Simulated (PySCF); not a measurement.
# SnH2Cl (SMILES [Cl][SnH2]) at UCCSD(T)/STO-3G

What is the vertical ionisation energy of SnH2Cl at UCCSD(T)/STO-3G? 

The calculation is run with PySCF 2.14.0.

7 further runs of the same task are left out: 1 that didn't finish, 6 set aside as unsound or not needed.

### 1 The system as given

SnH2Cl has 4 atoms, charge 0, and is taken as a doublet. As SMILES, `[Cl][SnH2]`. Geometry: relaxed at PBE0-D4/def2-TZVP.

Bond lengths: Cl1–Sn2 2.343 Å, Sn2–H3 1.723 Å, Sn2–H4 1.723 Å. Angles: Cl1–Sn2–H3 105.0°, Cl1–Sn2–H4 105.0°, H3–Sn2–H4 111.9°.

### 2 A single-point energy at UCCSD(T)/STO-3G

File run.py:

```python
from pyscf import gto, scf, cc

system = gto.Mole()
system.atom = '''
Cl    -1.882600     0.398400    -0.585000
Sn     0.380000    -0.179600    -0.397100
H      0.412500    -1.500000     0.709600
H      1.145500     1.221000     0.252100
'''
system.verbose = 4
system.basis = 'sto-3g'
system.max_memory = 1860
system.spin = 1
system.charge = 0
system.build()

hf = scf.UHF(system)
hf.conv_tol = 1e-10
hf.kernel()
if not hf.converged:
    hf = hf.newton().run(hf.mo_coeff, hf.mo_occ)

mycc = cc.CCSD(hf, frozen=23)
mycc.kernel()
e_t = mycc.ccsd_t()
etot = mycc.e_tot + e_t
print('Final energy', etot)
```

On the command line:

```bash
$ OMP_NUM_THREADS=1 python run.py
```

Standard output:

```text
PySCF version 2.14.0

[INPUT] num. atoms = 4
[INPUT] num. electrons = 69
[INPUT] charge = 0
[INPUT] spin (= nelec alpha-beta = 2S) = 1
[INPUT] symmetry False subgroup None
[INPUT] Mole.unit = angstrom
[INPUT] Symbol           X                Y                Z      unit          X                Y                Z       unit  Magmom
[INPUT]  1 Cl    -1.882600000000   0.398400000000  -0.585000000000 AA   -3.557598402106   0.752866888027  -1.105489782871 Bohr   0.0
[INPUT]  2 Sn     0.380000000000  -0.179600000000  -0.397100000000 AA    0.718095927335  -0.339394811972  -0.750410244065 Bohr   0.0
[INPUT]  3 H      0.412500000000  -1.500000000000   0.709600000000 AA    0.779512026383  -2.834589186848   1.340949657991 Bohr   0.0
[INPUT]  4 H      1.145500000000   1.221000000000   0.252100000000 AA    2.164681275689   2.307355598094   0.476399956003 Bohr   0.0

nuclear repulsion = 228.427548592441
number of shells = 18
number of NR pGTOs = 114
number of NR cGTOs = 38
basis = sto-3g
ecp = {}

******** <class 'pyscf.scf.uhf.UHF'> ********
method = UHF
initial guess = minao
damping factor = 0
level_shift factor = 0
DIIS = <class 'pyscf.scf.diis.CDIIS'>
diis_start_cycle = 1
diis_space = 8
diis_damp = 0
SCF conv_tol = 1e-10
SCF conv_tol_grad = None
SCF max_cycles = 50
direct_scf = True
direct_scf_tol = 1e-13
number electrons alpha = 35  beta = 34
Set gradient conv threshold to 1e-05
init E= -6401.55695307147
[... the frontier-level lines of each cycle are left out ...]

cycle= 1 E= -6419.03997120755  delta_E= -17.5  |g|=  0.2  |ddm|= 1.69
cycle= 2 E= -6419.07435608821  delta_E= -0.0344  |g|= 0.0287  |ddm|= 0.378
cycle= 3 E= -6419.07604504548  delta_E= -0.00169  |g|= 0.0106  |ddm|= 0.0888
cycle= 4 E= -6419.07638427879  delta_E= -0.000339  |g|= 0.00438  |ddm|= 0.0489
cycle= 5 E= -6419.07645103554  delta_E= -6.68e-05  |g|= 0.002  |ddm|= 0.0227
cycle= 6 E= -6419.07646646995  delta_E= -1.54e-05  |g|= 0.000522  |ddm|= 0.0139
cycle= 7 E= -6419.07646742432  delta_E= -9.54e-07  |g|= 0.000115  |ddm|= 0.00337
cycle= 8 E= -6419.07646746777  delta_E= -4.34e-08  |g|= 3.3e-05  |ddm|= 0.000713
cycle= 9 E= -6419.07646747155  delta_E= -3.78e-09  |g|= 9.13e-06  |ddm|= 0.000212
cycle= 10 E= -6419.07646747183  delta_E= -2.77e-10  |g|= 2.35e-06  |ddm|= 5.68e-05
cycle= 11 E= -6419.07646747184  delta_E= -1.55e-11  |g|= 5.58e-07  |ddm|= 1.34e-05
Extra cycle  E= -6419.07646747184  delta_E= 2.73e-12  |g|= 2.98e-07  |ddm|= 2.06e-06
converged SCF energy = -6419.07646747184  <S^2> = 0.7516421  2S+1 = 2.0016414

******** <class 'pyscf.cc.uccsd.UCCSD'> ********
CC2 = 0
CCSD nocc = (np.int64(12), np.int64(11)), nmo = (15, 15)
frozen orbitals 23
max_cycle = 50
direct = 0
conv_tol = 1e-07
conv_tol_normt = 1e-06
diis_space = 6
diis_start_cycle = 0
diis_start_energy_diff = 1e+09
Init t2, MP2 energy = -0.0302649341528335
Init E_corr(UCCSD) = -0.0302649341529772
cycle = 1  E_corr(UCCSD) = -0.0397325506284493  dE = -0.00946761648  norm(t1,t2) = 0.0507613
cycle = 2  E_corr(UCCSD) = -0.0434048405483985  dE = -0.00367228992  norm(t1,t2) = 0.0207917
cycle = 3  E_corr(UCCSD) = -0.045842100481256  dE = -0.00243725993  norm(t1,t2) = 0.00934236
cycle = 4  E_corr(UCCSD) = -0.0458383329638407  dE = 3.76751742e-06  norm(t1,t2) = 0.00203361
cycle = 5  E_corr(UCCSD) = -0.0458361408092389  dE = 2.1921546e-06  norm(t1,t2) = 0.000831436
cycle = 6  E_corr(UCCSD) = -0.0458488543676249  dE = -1.27135584e-05  norm(t1,t2) = 0.000278742
cycle = 7  E_corr(UCCSD) = -0.0458473667312873  dE = 1.48763634e-06  norm(t1,t2) = 7.24115e-05
cycle = 8  E_corr(UCCSD) = -0.0458473921877978  dE = -2.54565105e-08  norm(t1,t2) = 2.79274e-05
cycle = 9  E_corr(UCCSD) = -0.0458471292998952  dE = 2.62887903e-07  norm(t1,t2) = 1.29933e-05
cycle = 10  E_corr(UCCSD) = -0.045847306958157  dE = -1.77658262e-07  norm(t1,t2) = 3.84822e-06
cycle = 11  E_corr(UCCSD) = -0.0458473651237815  dE = -5.81656245e-08  norm(t1,t2) = 1.1492e-06
cycle = 12  E_corr(UCCSD) = -0.045847369919991  dE = -4.79620948e-09  norm(t1,t2) = 4.65649e-07
UCCSD converged
E(UCCSD) = -6419.122314841758  E_corr = -0.045847369919991
UCCSD(T) correction = -0.000581124739818947
Final energy -6419.122895966499
```

Run time: 0.86 s. Hardware: 1 thread of Arm Neoverse V2, shared host; peak memory 0.11 GiB.

### 3 The singlet cation at the same level

File input.py:

```python
from pyscf import gto, scf, cc

mol = gto.M(
    atom='Cl -1.882600 0.398400 -0.585000; Sn 0.380000 -0.179600 -0.397100; H 0.412500 -1.500000 0.709600; H 1.145500 1.221000 0.252100',
    basis='sto-3g',
    max_memory=1860,
    verbose=3,
    charge=1,
)

myscf = scf.RHF(mol)
myscf.conv_tol = 1e-10
myscf.kernel()
if not myscf.converged:
    myscf = myscf.newton().run(myscf.mo_coeff, myscf.mo_occ)

mycc = cc.CCSD(myscf, frozen=23)
mycc.kernel()
e_t = mycc.ccsd_t()
e_tot = mycc.e_tot + e_t
print(f'total energy: {e_tot:.8f} hartree')
```

On the command line:

```bash
$ OMP_NUM_THREADS=1 python input.py
```

Standard output:

```text
converged SCF energy = -6418.8445188832
E(CCSD) = -6418.908735814402  E_corr = -0.06421693120438418
CCSD(T) correction = -0.00234631122289705
total energy: -6418.91108213 hartree
```

Run time: 0.76 s. Hardware: 1 thread of Arm Neoverse V2, shared host; peak memory 0.1 GiB.

### 4 Results

Level: UCCSD(T)/STO-3G, 23 core orbitals frozen.

```
                                                                  quantity           value
                                              doublet SnH2Cl: total energy  -6419.12290 Eh
                      doublet SnH2Cl: dipole moment (Hartree–Fock density)          4.01 D
doublet SnH2Cl: HOMO energy (Hartree–Fock orbitals) (highest over α and β)        -6.63 eV
 doublet SnH2Cl: LUMO energy (Hartree–Fock orbitals) (lowest over α and β)         3.84 eV
              doublet SnH2Cl: correlation energy (23 core orbitals frozen)       -46.4 mEh
                                            doublet SnH2Cl: (T) correction       -0.58 mEh
                         doublet SnH2Cl: ⟨S²⟩ of the reference determinant           0.752
                                             doublet SnH2Cl: T1 diagnostic           0.006
                                              singlet cation: total energy  -6418.91108 Eh
                       singlet cation: HOMO energy (Hartree–Fock orbitals)       -15.96 eV
                       singlet cation: LUMO energy (Hartree–Fock orbitals)        -5.87 eV
                     singlet cation: HOMO–LUMO gap (Hartree–Fock orbitals)        10.09 eV
              singlet cation: correlation energy (23 core orbitals frozen)       -66.6 mEh
                                            singlet cation: (T) correction       -2.35 mEh
                                             singlet cation: T1 diagnostic           0.020
                        vertical ionisation energy (to the singlet cation)        5.764 eV
```

In words: Removing an electron at fixed nuclei costs 5.76 eV (133 kcal/mol). Only the singlet of the ionised species was computed; a triplet could lie lower. In a minimal basis such a difference can be off by several eV, whatever the method. The triples (doublet SnH2Cl) make up 1.3 % of the correlation energy. Relativity is left out (doublet SnH2Cl) although the molecule holds a heavy atom. The T1 diagnostic (singlet cation) of 0.020 is above the customary mark for such species, so a single reference may not serve.
